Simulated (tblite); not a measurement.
# C4H9F3Si2: the cost of one run

Computed with tblite 0.8.0 and PySCF 2.14.0, with density-fitted response routines of our own, on a single molecule in the gas phase. Atoms are numbered from 0 throughout.

**1. The molecule as given**

18 atoms, charge 0, multiplicity 1; geometry from: force field or distance geometry start.

Bonds of the start (Å): C0–Si1 1.86, Si1–C2 1.83, C2–C3 1.35, C3–Si4 1.86, C3–C5 1.52, C5–F6 1.36, C5–F7 1.34, C5–F8 1.36, C0–H9 1.10, C0–H10 1.08, C0–H11 1.09, Si1–H12 1.47, Si1–H13 1.48, C2–H14 1.10, Si4–H15 1.49, Si4–H16 1.48, Si4–H17 1.49.

**2. Relaxing the molecule with GFN2-xTB**

What the job is given:

```
{"job": {"kind": "relax", "xc": "GFN2-xTB", "basis": "xTB"}, "charge": 0, "multiplicity": 1}
C      2.766300    -0.158000     0.500500
Si     1.720500     0.006100    -1.032300
C      0.067700     0.699400    -0.660300
C     -1.010500     0.133000    -0.071800
Si    -2.610600     1.055200     0.169000
C     -1.150500    -1.261200     0.504400
F      0.014700    -1.962900     0.475400
F     -2.049500    -1.998200    -0.168600
F     -1.530100    -1.246200     1.809400
H      2.290000    -0.825700     1.236800
H      3.744500    -0.559200     0.263000
H      2.897500     0.813400     0.985800
H      2.390300     0.909800    -1.975200
H      1.560300    -1.313600    -1.688700
H     -0.008300     1.735100    -1.025100
H     -2.551000     1.839700     1.433000
H     -3.766400     0.137100     0.198900
H     -2.783500     2.002500    -0.965900
```

Launch:

```console
$ OMP_NUM_THREADS=1 python probes_run.py task.json out
```

This one command runs all jobs of the session in turn.

**Question.** How long does this first job take on 1 thread of Intel Xeon at 2.50GHz, shared host, and how much memory does it need?

About 4.6 s, with a peak of 0.18 GiB.
